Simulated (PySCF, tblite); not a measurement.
# C4H11PSi2: geometry, infrared bands and NMR shifts

Wanted: the infrared bands and NMR shifts of C4H11PSi2 (`C#C[Si@@]([SiH3])(P)CC`), by calculation.

Computed with tblite 0.8.0 and PySCF 2.14.0, with density-fitted response routines of our own, on a single molecule in the gas phase. Atoms are numbered from 0 throughout.

### 1 The molecule as given

18 atoms, charge 0, multiplicity 1; geometry from: force field or distance geometry start.

Bonds of the start (Å): C0–C1 1.20, C1–Si2 1.83, Si2–Si3 2.22, Si2–P4 2.14, Si2–C5 1.88, C5–C6 1.52, C0–H7 1.08, Si3–H8 1.48, Si3–H9 1.45, Si3–H10 1.49, P4–H11 1.41, P4–H12 1.42, C5–H13 1.10, C5–H14 1.10, C6–H15 1.12, C6–H16 1.10, C6–H17 1.11.

### 2 Geometry optimisation with GFN2-xTB

What the job is given:

```
{"job": {"kind": "relax", "xc": "GFN2-xTB", "basis": "xTB"}, "charge": 0, "multiplicity": 1}
C     -2.893600     2.001900    -0.059200
C     -1.873700     1.375200    -0.082900
Si    -0.296800     0.442000    -0.105000
Si     0.040500    -0.543500    -2.066100
P      1.339900     1.749600     0.330600
C     -0.312100    -0.909800     1.201200
C      1.042400    -1.578500     1.071800
H     -3.804700     2.586300    -0.049900
H      1.444400    -0.269500    -2.450200
H     -0.875300    -0.113900    -3.110600
H     -0.064000    -2.021300    -1.953900
H      2.291400     2.035300    -0.670000
H      1.352200     2.483600     1.542200
H     -0.367300    -0.479700     2.216600
H     -1.162700    -1.590400     1.063700
H      1.467900    -1.676200     2.099700
H      0.936400    -2.533700     0.541300
H      1.726200    -0.951000     0.469100
```

Launch:

```bash
> OMP_NUM_THREADS=1 python probes_run.py task.json out
```

One launch serves the whole session: the jobs run in the order shown.

**Question.** This job is followed by: GFN2-xTB harmonic vibrations, gas phase; GIAO PBE0/pcSseg-1 NMR shielding, non-relativistic, gas phase. What will the session give for the following? strongest single infrared mode (GFN2-xTB); zero-point energy (GFN2-xTB); 13C shifts against TMS (PBE0/pcSseg-1); 1H shifts against TMS (PBE0/pcSseg-1, means over atoms taken as alike); 29Si shifts against TMS (PBE0/pcSseg-1); 31P shifts against H3PO4 (PBE0/pcSseg-1).

**Answer**, as computed:

| quantity | value |
| --- | --- |
| strongest single infrared mode (GFN2-xTB) | 774 cm⁻¹, 487 km/mol |
| zero-point energy (GFN2-xTB) | 78.8 kcal/mol |
| 13C shifts against TMS (PBE0/pcSseg-1) | 106.1, 92.8, 14.4, 10.7 ppm |
| 1H shifts against TMS (PBE0/pcSseg-1, means over atoms taken as alike) | 3.51, 2.22, 1.40, 1.18, 1.13, 1.05 ppm |
| 29Si shifts against TMS (PBE0/pcSseg-1) | -39.7, -110.3 ppm |
| 31P shifts against H3PO4 (PBE0/pcSseg-1) | -271.8 ppm |

In words: Over 141 steps the energy fell by 1.745 eV; of the close pairs, Si2–P4 changed most, 2.140 to 2.273 Å. All 48 modes are real, so the xTB geometry is a minimum. The strongest single mode, at 774 cm⁻¹, has its largest shares on H8, H10 and H9 (the list is cut at 3 atoms). GFN2-xTB is a fitted tight-binding method: band positions and strengths are rough. Its intensities can rank the bands wrongly. At PBE0/pcSseg-1: Shielding is most anisotropic at C1 (span 301 ppm, paramagnetic term -168 ppm).
